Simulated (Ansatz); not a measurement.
# SnTe2: a single-point run

Aim: a sound single-point run of SnTe2. The structure is shown as the input types it. The cell is built on a prototype (fluorite) and needn't be the phase found in nature.

Program: Ansatz 0.2.0. Level of theory: density functional or hybrid calculation with the settings of its input, plane waves (as first typed). These are calculated values, not measurements.

1 further run of the same task is left out (it didn't finish). Runs told in other sessions of the task aren't counted.

### 1 The structure to begin with

Symmetry: Fm-3m, No. 225, cubic system. The conventional cell has a = 7.402 Å, b = 7.402 Å, c = 7.402 Å, α = 90.00°, β = 90.00°, γ = 90.00°. Sn (site symmetry m-3m) is surrounded by 8 Te at 3.21 Å. Around Te (site symmetry -43m) lie 4 Sn at 3.21 Å.

Structure file:

```cif
data_structure
_symmetry_space_group_name_H-M 'Fm-3m'
_symmetry_Int_Tables_number 225
_cell_length_a 7.4021
_cell_length_b 7.4021
_cell_length_c 7.4021
_cell_angle_alpha 90.000
_cell_angle_beta 90.000
_cell_angle_gamma 90.000
_cell_volume 405.57
loop_
_atom_site_label
_atom_site_type_symbol
_atom_site_symmetry_multiplicity
_atom_site_Wyckoff_symbol
_atom_site_fract_x
_atom_site_fract_y
_atom_site_fract_z
_atom_site_occupancy
Sn1 Sn 4 a 0.00000 0.00000 0.00000 1
Te1 Te 8 c 0.25000 0.75000 0.75000 1
```

### 2 Input and run

input.yaml reads:

```yaml
crystal:
  lattice:
    - [0.0, 3.7010376726, 3.7010376726]
    - [3.7010376726, 0.0, 3.7010376726]
    - [3.7010376726, 3.7010376726, 0.0]
  atoms:
    - { symbol: Sn, position: [0.0, 0.0, 0.0] }
    - { symbol: Te, position: [0.25, 0.25, 0.25] }
    - { symbol: Te, position: [0.75, 0.75, 0.75] }
kpoints:
  mp_grid: { grid: [4, 4, 4] }
hamiltonian:
  xc: pbe
scf:
  occupations: { method: fermi_dirac, width: 0.02 }
  n_extra_bands: 4
  max_iter: 72
output:
  forces: true
  stress: true
  eigenvalues: true
basis:
  ecutrho_ratio: 1
```

Command:

```
$ ansatz run input.yaml --threads 4 --pin off --max-ram 3686MiB --backend cpu --events-out ev --progress --plain --runs-dir out
```

**Question.** How will this run end, and is anything wrong with its input?

The run converged and reported no error, with warnings (cutoff below recommended). Its log warns: «basis.ecutrho_ratio = 1 (ecutrho = 420 eV) is below the records' recommended 1680 eV»

In the input, basis.ecutrho_ratio is 1. The density grid can't hold the products of the orbitals.

Run again and compare: delete basis.ecutrho_ratio (the default then holds).
